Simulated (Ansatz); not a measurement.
# AlClFH3Si: rotation by 120° about the Si2–Al3 bond

How high is the barrier for the rotation by 120° about the Si2–Al3 bond? Relax the two ends, then run a nudged elastic band between them. SMILES of the start: F[SiH2][AlH][Cl].

Program: Ansatz 0.2.0. Level of theory: RKS B3LYP-D4/def2-SVP. These are calculated values, not measurements.

## 1. The starting structure

Bond lengths: F1–Si2 1.645 Å, Si2–Al3 2.348 Å, Al3–Cl4 2.163 Å, Si2–H5 1.481 Å, Si2–H6 1.478 Å, Al3–H7 1.652 Å. Angles: F1–Si2–Al3 107.4°, F1–Si2–H5 111.4°, F1–Si2–H6 109.5°, Al3–Si2–H5 108.7°, Al3–Si2–H6 110.6°, H5–Si2–H6 109.3°, Si2–Al3–Cl4 122.4°, Si2–Al3–H7 119.0°, Cl4–Al3–H7 118.5°.

As a file:

```xyz
7

F    -1.9597    0.6558    0.6850
Si   -0.3776    0.9356    0.3319
Al    0.5717   -1.1151   -0.3055
Cl   -0.0858   -2.2011   -2.0567
H    -0.2357    1.8926   -0.7892
H     0.3055    1.4775    1.5258
H     1.8428   -1.7134    0.5631
```

## 2. Relaxing end A

The input, input.yaml:

```yaml
crystal:
  periodic: [false, false, false]
  atoms:
    - { symbol: F, position_ang: [-1.9597, 0.6558, 0.685] }
    - { symbol: Si, position_ang: [-0.3776, 0.9356, 0.3319] }
    - { symbol: Al, position_ang: [0.5717, -1.1151, -0.3055] }
    - { symbol: Cl, position_ang: [-0.0858, -2.2011, -2.0567] }
    - { symbol: H, position_ang: [-0.2357, 1.8926, -0.7892] }
    - { symbol: H, position_ang: [0.3055, 1.4775, 1.5258] }
    - { symbol: H, position_ang: [1.8428, -1.7134, 0.5631] }
basis:
  gaussian: { orbitals: def2-SVP }
hamiltonian:
  xc: b3lyp
  dispersion: d4
relax:
  f_tol: 0.015
  max_steps: 40
```

Run with:

```
$ ansatz run input.yaml --threads 1 --pin off --max-ram 2048MiB --backend cpu --events-out ev --progress --plain --runs-dir out
```

The log of the run, cut to the lines that bear on the results:

```text
Warning: RAYON_NUM_THREADS=1 ignored (pool sized by the plan → 1); use --threads N
[...]
Functional definition: B3LYP
[...]
816 factors; integrals over basis functions are off by at most 4.0e-4 eV
[...]
mean field -29756.49718149 eV, -1093.5311017415 hartree, gradient 1.0e-5 eV, S^2 0.000000; 0 other end points of the search recorded, 0 dependent functions left out
[...]
reference -29756.49743820 eV, -1093.5311111756 hartree; 28, 28 occupied and 55, 55 virtual orbitals, 816 factors
relax step   1: F+E_penalty+E_count = -29756.73483512 eV  Δ(F+E_penalty+E_count) = +0.000e0 eV  max|allowed force component| = 1.549e0 eV/Å  Δτ_max = 0.0000 Å  (24 SCF iters, accepted)
[...]
relax step   4: F+E_penalty+E_count = -29756.89653547 eV  Δ(F+E_penalty+E_count) = -3.283e-3 eV  max|allowed force component| = 2.213e-1 eV/Å  Δτ_max = 0.0329 Å  (24 SCF iters, accepted)
[...]
relax step   7: F+E_penalty+E_count = -29756.89978994 eV  Δ(F+E_penalty+E_count) = -4.916e-4 eV  max|allowed force component| = 1.507e-2 eV/Å  Δτ_max = 0.0227 Å  (25 SCF iters, accepted)
[...]
relax step  10: F+E_penalty+E_count = -29756.90246382 eV  Δ(F+E_penalty+E_count) = -1.155e-3 eV  max|allowed force component| = 6.804e-2 eV/Å  Δτ_max = 0.0951 Å  (26 SCF iters, accepted)
[...]
relax step  13: F+E_penalty+E_count = -29756.90489196 eV  Δ(F+E_penalty+E_count) = -9.951e-4 eV  max|allowed force component| = 9.936e-2 eV/Å  Δτ_max = 0.0911 Å  (24 SCF iters, accepted)
[...]
relax step  14: F+E_penalty+E_count = -29756.90548671 eV  Δ(F+E_penalty+E_count) = -5.947e-4 eV  max|allowed force component| = 6.942e-2 eV/Å  Δτ_max = 0.0452 Å  (23 SCF iters, accepted)
[...]
relax step  15: F+E_penalty+E_count = -29756.90633408 eV  Δ(F+E_penalty+E_count) = -8.474e-4 eV  max|allowed force component| = 7.798e-2 eV/Å  Δτ_max = 0.0891 Å  (27 SCF iters, accepted)
```

## 3. More of the same log: end point A relaxed

Output, continued, cut to the lines that bear on the results:

```text
[...]
816 factors; integrals over basis functions are off by at most 4.7e-4 eV
[...]
mean field -29756.66828742 eV, -1093.5373897685 hartree, gradient 8.5e-5 eV, S^2 0.000000; 0 other end points of the search recorded, 0 dependent functions left out
[...]
reference -29756.66854471 eV, -1093.5373992236 hartree; 28, 28 occupied and 55, 55 virtual orbitals, 816 factors
relax step  16: F+E_penalty+E_count = -29756.90666315 eV  Δ(F+E_penalty+E_count) = -3.291e-4 eV  max|allowed force component| = 7.503e-2 eV/Å  Δτ_max = 0.0713 Å  (24 SCF iters, accepted)
[...]
relax step  18: F+E_penalty+E_count = -29756.90763840 eV  Δ(F+E_penalty+E_count) = -4.601e-4 eV  max|allowed force component| = 2.478e-2 eV/Å  Δτ_max = 0.0199 Å  (25 SCF iters, accepted)
[...]
reference -29756.67049493 eV, -1093.5374708929 hartree; 28, 28 occupied and 55, 55 virtual orbitals, 816 factors
Total energy: -29756.90883099 eV, -1093.5462295817 hartree
Atom 0 at    -1.972257     0.863790    -0.010193 Å, force    -0.001537     0.000468    -0.001159 eV/Å
Atom 1 at    -0.373450     0.955223     0.333786 Å, force     0.001975     0.004045     0.003391 eV/Å
Atom 2 at     0.703480    -1.145605    -0.353479 Å, force    -0.001026    -0.003964     0.002190 eV/Å
Atom 3 at    -0.490235    -2.625573    -1.277673 Å, force     0.003373     0.003072     0.001403 eV/Å
Atom 4 at     0.187515     2.143448    -0.382210 Å, force    -0.001360    -0.001428     0.000966 eV/Å
Atom 5 at    -0.229843     1.218437     1.799884 Å, force     0.000479    -0.002133    -0.004678 eV/Å
Atom 6 at     2.235989    -1.477822    -0.155714 Å, force    -0.001903    -0.000060    -0.002112 eV/Å
Dipole moment:     0.393089     0.135749     0.139192 e Å
```

Wall time 87 s (1 thread of Arm Neoverse V1, shared host); peak memory 0.16 GiB.

Relaxation path:

```csv
step,energy from step 1 (eV),largest force component (eV/Å)
1,0.0000,1.5494
2,-0.1350,0.3631
3,-0.1584,0.2773
4,-0.1617,0.2213
5,-0.1638,0.0875
6,-0.1645,0.0226
7,-0.1650,0.0151
8,-0.1659,0.0784
9,-0.1665,0.0612
10,-0.1676,0.0680
11,-0.1683,0.0888
12,-0.1691,0.0804
13,-0.1701,0.0994
14,-0.1707,0.0694
15,-0.1715,0.0780
16,-0.1718,0.0750
17,-0.1723,0.0730
18,-0.1728,0.0248
19,-0.1731,0.0057
20x,-0.1720,0.1560
21,-0.1733,0.0363
22,-0.1734,0.0463
23,-0.1736,0.0296
24,-0.1737,0.0114
25,-0.1737,0.0107
26,-0.1737,0.0047
```

Step 1 is the start. 1 step was tried and not accepted (marked x).

After: Bond lengths: F1–Si2 1.638 Å, Si2–Al3 2.459 Å, Al3–Cl4 2.114 Å, Si2–H5 1.496 Å, Si2–H6 1.496 Å, Al3–H7 1.581 Å. Angles: F1–Si2–Al3 108.7°, F1–Si2–H5 108.0°, F1–Si2–H6 108.0°, Al3–Si2–H5 112.4°, Al3–Si2–H6 112.5°, H5–Si2–H6 107.0°, Si2–Al3–Cl4 118.2°, Si2–Al3–H7 124.7°, Cl4–Al3–H7 117.1°.

## 4. End point B

The second end starts from a geometry with the move made by hand.

The input, input.yaml:

```yaml
crystal:
  periodic: [false, false, false]
  atoms:
    - { symbol: F, position_ang: [-1.9597, 0.6558, 0.685] }
    - { symbol: Si, position_ang: [-0.3776, 0.9356, 0.3319] }
    - { symbol: Al, position_ang: [0.5717, -1.1151, -0.3055] }
    - { symbol: Cl, position_ang: [2.67206, -1.32156, -0.77906] }
    - { symbol: H, position_ang: [-0.2357, 1.8926, -0.7892] }
    - { symbol: H, position_ang: [0.3055, 1.4775, 1.5258] }
    - { symbol: H, position_ang: [-0.37593, -2.4679, -0.31389] }
basis:
  gaussian: { orbitals: def2-SVP }
hamiltonian:
  xc: b3lyp
  dispersion: d4
relax:
  f_tol: 0.015
  max_steps: 40
output:
  orbitals: {}
```

Run with:

```
$ ansatz run input.yaml --threads 1 --pin off --max-ram 2048MiB --backend cpu --events-out ev --progress --plain --runs-dir out
```

The log of the run, cut to the lines that bear on the results:

```text
Warning: RAYON_NUM_THREADS=1 ignored (pool sized by the plan → 1); use --threads N
[...]
[... 1 set-up line as earlier in the session ...]
[...]
816 factors; integrals over basis functions are off by at most 4.1e-4 eV
[...]
mean field -29756.53138578 eV, -1093.5323587262 hartree, gradient 4.5e-5 eV, S^2 0.000000; 0 other end points of the search recorded, 0 dependent functions left out
[...]
reference -29756.53164015 eV, -1093.5323680738 hartree; 28, 28 occupied and 55, 55 virtual orbitals, 816 factors
relax step   1: F+E_penalty+E_count = -29756.76700906 eV  Δ(F+E_penalty+E_count) = +0.000e0 eV  max|allowed force component| = 1.818e0 eV/Å  Δτ_max = 0.0000 Å  (23 SCF iters, accepted)
[...]
relax step   6: F+E_penalty+E_count = -29756.92950878 eV  Δ(F+E_penalty+E_count) = -3.989e-4 eV  max|allowed force component| = 7.990e-2 eV/Å  Δτ_max = 0.0152 Å  (25 SCF iters, accepted)
[...]
mean field -29756.69445627 eV, -1093.5383514561 hartree, gradient 7.0e-6 eV, S^2 0.000000; 1 other end points of the search recorded, 0 dependent functions left out
[...]
reference -29756.69471343 eV, -1093.5383609065 hartree; 28, 28 occupied and 55, 55 virtual orbitals, 816 factors
Total energy: -29756.93000111 eV, -1093.5470075693 hartree
Atom 0 at    -1.958900     0.768133     0.688001 Å, force    -0.001402     0.001072     0.000584 eV/Å
Atom 1 at    -0.367254     0.952110     0.334000 Å, force    -0.003872     0.000748     0.000660 eV/Å
Atom 2 at     0.534278    -1.245359    -0.291094 Å, force     0.001223    -0.001699    -0.001082 eV/Å
Atom 3 at     2.598476    -1.295531    -0.767589 Å, force     0.001149     0.001095    -0.000257 eV/Å
Atom 4 at    -0.254774     1.954740    -0.769569 Å, force     0.002211    -0.000138     0.000393 eV/Å
Atom 5 at     0.307527     1.530695     1.536201 Å, force     0.001216    -0.000178    -0.000843 eV/Å
Atom 6 at    -0.259023    -2.607848    -0.374901 Å, force    -0.000524    -0.000901     0.000546 eV/Å
Dipole moment:     0.054163     0.002544    -0.016129 e Å
```

Wall time 27 s (1 thread of Arm Neoverse V1, shared host); peak memory 0.16 GiB.

Relaxation path:

```csv
step,energy from step 1 (eV),largest force component (eV/Å)
1,0.0000,1.8178
2,-0.1453,0.2579
3,-0.1594,0.1324
4,-0.1616,0.0695
5,-0.1621,0.0686
6,-0.1625,0.0799
7,-0.1627,0.0039
```

Step 1 is the start.

After: Bond lengths: F1–Si2 1.641 Å, Si2–Al3 2.456 Å, Al3–Cl4 2.119 Å, Si2–H5 1.495 Å, Si2–H6 1.495 Å, Al3–H7 1.579 Å. Angles: F1–Si2–Al3 108.1°, F1–Si2–H5 107.9°, F1–Si2–H6 107.9°, Al3–Si2–H5 112.6°, Al3–Si2–H6 112.7°, H5–Si2–H6 107.5°, Si2–Al3–Cl4 115.8°, Si2–Al3–H7 127.0°, Cl4–Al3–H7 117.2°.

## 5. Nudged elastic band

crystal.atoms is end A as relaxed above, and neb.final_atoms is end B, turned to lie on A. With 7 inner images the band has 9 in all.

The input, input.yaml:

```yaml
crystal:
  periodic: [false, false, false]
  atoms:
    - { symbol: F, position_ang: [-1.972257, 0.86379, -0.010193] }
    - { symbol: Si, position_ang: [-0.37345, 0.955223, 0.333786] }
    - { symbol: Al, position_ang: [0.70348, -1.145605, -0.353479] }
    - { symbol: Cl, position_ang: [-0.490235, -2.625573, -1.277673] }
    - { symbol: H, position_ang: [0.187515, 2.143448, -0.38221] }
    - { symbol: H, position_ang: [-0.229843, 1.218437, 1.799884] }
    - { symbol: H, position_ang: [2.235989, -1.477822, -0.155714] }
basis:
  gaussian: { orbitals: def2-SVP }
hamiltonian:
  xc: b3lyp
  dispersion: d4
neb:
  order_check: false
  images: 7
  f_tol: 0.03
  max_iterations: 60
  initial_path: idpp
  final_atoms:
    - { symbol: F, position_ang: [-2.00576553, 1.03029508, 0.14991659] }
    - { symbol: Si, position_ang: [-0.37657268, 0.94774203, 0.3271646] }
    - { symbol: Al, position_ang: [0.36610048, -1.25615296, -0.46255427] }
    - { symbol: Cl, position_ang: [2.44467195, -1.63960075, -0.31094111] }
    - { symbol: H, position_ang: [0.22806189, 2.07146086, -0.45223019] }
    - { symbol: H, position_ang: [-0.05837127, 1.18001138, 1.76944615] }
    - { symbol: H, position_ang: [-0.53692585, -2.40185764, -1.06640077] }
```

Run with:

```
$ ansatz run input.yaml --threads 1 --pin off --max-ram 2048MiB --backend cpu --events-out ev --progress --plain --runs-dir out
```

The log of the run, cut to the lines that bear on the results:

```text
Warning: RAYON_NUM_THREADS=1 ignored (pool sized by the plan → 1); use --threads N
[...]
[... 1 set-up line as earlier in the session ...]
[...]
817 factors; integrals over basis functions are off by at most 4.5e-4 eV
[...]
mean field -29756.67022882 eV, -1093.5374611135 hartree, gradient 7.5e-6 eV, S^2 0.000000; 0 other end points of the search recorded, 0 dependent functions left out
[...]
reference -29756.67048315 eV, -1093.5374704600 hartree; 28, 28 occupied and 55, 55 virtual orbitals, 817 factors
817 factors; integrals over basis functions are off by at most 5.0e-4 eV
[...]
mean field -29756.69445358 eV, -1093.5383513571 hartree, gradient 4.7e-5 eV, S^2 0.000000; 0 other end points of the search recorded, 0 dependent functions left out
[...]
reference -29756.69471237 eV, -1093.5383608673 hartree; 28, 28 occupied and 55, 55 virtual orbitals, 817 factors
[...]
NEB iter   6: max|band force component| = 1.693e-2 eV/Å  barrier→ = 0.0128 eV  barrier← = 0.0340 eV  CI = image 4  Δτ_max = 0.0000 Å  (342 SCF iters)
Total energy: -29756.89604998 eV, -1093.5457598881 hartree
Atom 0 at    -2.036118     0.432593     0.652370 Å, force    -0.003556     0.003716    -0.009022 eV/Å
Atom 1 at    -0.482306     0.889991     0.382620 Å, force     0.000036    -0.013595     0.009165 eV/Å
Atom 2 at     0.742891    -1.132802    -0.317041 Å, force    -0.003912     0.006050     0.005279 eV/Å
Atom 3 at     0.833625    -1.534352    -2.393385 Å, force     0.003918    -0.001655    -0.008537 eV/Å
Atom 4 at    -0.485882     1.960203    -0.658370 Å, force    -0.010000     0.004286    -0.004442 eV/Å
Atom 5 at     0.035356     1.487779     1.650855 Å, force     0.012912     0.004617     0.004272 eV/Å
Atom 6 at     1.453633    -2.171513     0.637353 Å, force     0.000602    -0.003420     0.003285 eV/Å
Dipole moment:     0.276233     0.096097     0.159138 e Å
this run last wrote the band of iteration 6 to <dir>
```

It took 2.5 min on 1 thread of Arm Neoverse V1, shared host; peak memory 0.16 GiB.

## 6. The band, image by image

Images 0 and 8 are the ends. Energies count from image 0; the path length is the program's own measure over all atoms.

| image | path (Å) | energy (eV) | dihedral F1–Si2–Al3–Cl4 (°) | band force (eV/Å) |
| --- | --- | --- | --- | --- |
| 0 | 0.000 | 0.0000 | 2 | - |
| 1 | 0.651 | 0.0017 | 25 | 0.005 |
| 2 | 1.302 | 0.0060 | 47 | 0.010 |
| 3 | 1.953 | 0.0115 | 69 | 0.017 |
| 4* | 2.604 | 0.0128 | 91 | 0.014 |
| 5 | 3.258 | 0.0055 | 114 | 0.014 |
| 6 | 3.912 | -0.0065 | 137 | 0.009 |
| 7 | 4.566 | -0.0171 | 159 | 0.005 |
| 8 | 5.220 | -0.0212 | -179 | - |

The star marks the climbing image.

image, energy (eV) and a bar:
```
        0      0.000 ###################
        1      0.002 ####################
        2      0.006 ########################
        3      0.012 #############################
        4      0.013 ##############################
        5      0.006 ########################
        6     -0.007 #############
        7     -0.017 ####
        8     -0.021
```

How the highest energy settled:

```csv
iteration,highest image above image 0 (eV),largest band force (eV/Å)
1,0.1151,0.867
2,0.0631,0.484
3,0.0156,0.118
4,0.0144,0.052
5,0.0130,0.052
6,0.0128,0.017
```

Positions of all images (Å):

```xyz
7
image=0 dE=0.0000
F    -1.972    0.864   -0.010
Si   -0.373    0.955    0.334
Al    0.703   -1.146   -0.353
Cl   -0.490   -2.626   -1.278
H     0.188    2.143   -0.382
H    -0.230    1.218    1.800
H     2.236   -1.478   -0.156
7
image=1 dE=0.0017
F    -2.013    0.739    0.159
Si   -0.398    0.939    0.352
Al    0.725   -1.143   -0.326
Cl   -0.287   -2.399   -1.693
H     0.025    2.110   -0.477
H    -0.145    1.296    1.782
H     2.154   -1.611    0.157
7
image=2 dE=0.0060
F    -2.030    0.625    0.322
Si   -0.418    0.924    0.371
Al    0.737   -1.142   -0.307
Cl   -0.003   -2.111   -2.035
H    -0.133    2.066   -0.553
H    -0.076    1.373    1.755
H     1.985   -1.801    0.402
7
image=3 dE=0.0115
F    -2.037    0.525    0.489
Si   -0.445    0.909    0.381
Al    0.741   -1.139   -0.305
Cl    0.376   -1.816   -2.276
H    -0.301    2.017   -0.612
H    -0.013    1.435    1.711
H     1.740   -1.998    0.567
7
image=4 dE=0.0128
F    -2.036    0.433    0.652
Si   -0.482    0.890    0.383
Al    0.743   -1.133   -0.317
Cl    0.834   -1.534   -2.393
H    -0.486    1.960   -0.658
H     0.035    1.488    1.651
H     1.454   -2.172    0.637
7
image=5 dE=0.0055
F    -2.025    0.348    0.798
Si   -0.526    0.866    0.375
Al    0.745   -1.126   -0.326
Cl    1.321   -1.262   -2.358
H    -0.674    1.880   -0.710
H     0.063    1.553    1.566
H     1.158   -2.329    0.610
7
image=6 dE=-0.0065
F    -2.007    0.290    0.932
Si   -0.570    0.840    0.359
Al    0.740   -1.125   -0.334
Cl    1.782   -1.004   -2.173
H    -0.850    1.783   -0.765
H     0.084    1.620    1.456
H     0.882   -2.471    0.480
7
image=7 dE=-0.0171
F    -1.972    0.258    1.062
Si   -0.608    0.815    0.340
Al    0.734   -1.127   -0.344
Cl    2.170   -0.789   -1.865
H    -1.014    1.675   -0.813
H     0.106    1.687    1.324
H     0.646   -2.587    0.250
7
image=8 dE=-0.0212
F    -2.087    0.867    0.067
Si   -0.463    0.918    0.299
Al    0.480   -1.229   -0.431
Cl    2.576   -1.442   -0.205
H     0.076    2.076   -0.477
H    -0.214    1.193    1.748
H    -0.308   -2.451   -1.047
```

## 7. Frequencies at the highest image

The geometry is the highest inner image of the first converged band.

The input, input.yaml:

```yaml
crystal:
  periodic: [false, false, false]
  atoms:
    - { symbol: F, position_ang: [-2.036118, 0.432593, 0.65237] }
    - { symbol: Si, position_ang: [-0.482306, 0.889991, 0.38262] }
    - { symbol: Al, position_ang: [0.742891, -1.132802, -0.317041] }
    - { symbol: Cl, position_ang: [0.833625, -1.534352, -2.393385] }
    - { symbol: H, position_ang: [-0.485882, 1.960203, -0.65837] }
    - { symbol: H, position_ang: [0.035356, 1.487779, 1.650855] }
    - { symbol: H, position_ang: [1.453633, -2.171513, 0.637353] }
basis:
  gaussian: { orbitals: def2-SVP }
hamiltonian:
  xc: b3lyp
  dispersion: d4
phonons: {}
```

Run with:

```
$ ansatz run input.yaml --threads 1 --pin off --max-ram 2048MiB --backend cpu --events-out ev --progress --plain --runs-dir out
```

The log of the run, cut to the lines that bear on the results:

```text
Warning: RAYON_NUM_THREADS=1 ignored (pool sized by the plan → 1); use --threads N
[...]
[... 1 set-up line as earlier in the session ...]
[...]
819 factors; integrals over basis functions are off by at most 3.5e-4 eV
[...]
mean field -29756.66001851 eV, -1093.5370858917 hartree, gradient 8.5e-6 eV, S^2 0.000000; 0 other end points of the search recorded, 0 dependent functions left out
[...]
reference -29756.66027634 eV, -1093.5370953668 hartree; 28, 28 occupied and 55, 55 virtual orbitals, 819 factors
[...]
819 factors; integrals over basis functions are off by at most 3.5e-4 eV
[...]
mean field -29756.65988806 eV, -1093.5370810979 hartree, gradient 9.6e-7 eV, S^2 0.000000; 0 other end points of the search recorded, 0 dependent functions left out
[...]
reference -29756.66014590 eV, -1093.5370905732 hartree; 28, 28 occupied and 55, 55 virtual orbitals, 819 factors
[...]
819 factors; integrals over basis functions are off by at most 3.5e-4 eV
[...]
WARN: phonons: modes at or below zero, which the zero-point energy, F, S and C_V leave out: 1, the lowest at -30.03 cm⁻¹. A minimum has none, and a first-order saddle one
Total energy: -29756.89605078 eV, -1093.5457599176 hartree
Atom 0 at    -2.036118     0.432593     0.652370 Å, force    -0.003267     0.003872    -0.009075 eV/Å
Atom 1 at    -0.482306     0.889991     0.382620 Å, force    -0.000217    -0.013693     0.009194 eV/Å
Atom 2 at     0.742891    -1.132802    -0.317041 Å, force    -0.003930     0.005997     0.005395 eV/Å
Atom 3 at     0.833625    -1.534352    -2.393385 Å, force     0.003930    -0.001588    -0.008578 eV/Å
Atom 4 at    -0.485882     1.960203    -0.658370 Å, force    -0.010056     0.004245    -0.004451 eV/Å
Atom 5 at     0.035356     1.487779     1.650855 Å, force     0.012911     0.004612     0.004248 eV/Å
Atom 6 at     1.453633    -2.171513     0.637353 Å, force     0.000629    -0.003445     0.003267 eV/Å
Dipole moment:     0.276236     0.096096     0.159138 e Å
Vibrations: -30.03 106.03 144.59 363.90 429.12 462.88 537.09 663.33 742.77 839.70 895.38 948.65 1952.15 2202.11 2213.09 cm⁻¹, zero-point energy 0.774951 eV
```

It took 84 s on 1 thread of Arm Neoverse V1, shared host; peak memory 0.16 GiB.

Of 15 modes, 1 is imaginary by more than 30 cm⁻¹ (30i cm⁻¹).

## 8. What came out

| quantity | value |
| --- | --- |
| end A | 24 moves, 0.174 eV lower |
| end B | 6 moves, 0.163 eV lower |
| barrier forwards | 0.013 eV |
| barrier backwards | 0.034 eV |
| second end relative to first | -0.021 eV |
| highest image | 4 of 0 to 8, climbing |
| band iterations | 6 |
| imaginary modes at the top | 30i cm⁻¹ |

In words: Along this path the system climbs 0.013 eV from the first end (0.5 kT at 300 K). The second end lies 0.021 eV below the first, so the way back costs 0.034 eV. The listed dihedral goes from 2° at end A through 91° at the highest image to -179° at end B; the relaxed ends differ by 179° in it rather than the 120° set up, and other torsions can move along the band as well. One imaginary mode, as a first-order saddle point has. These are electronic energies, with no zero-point or thermal terms.
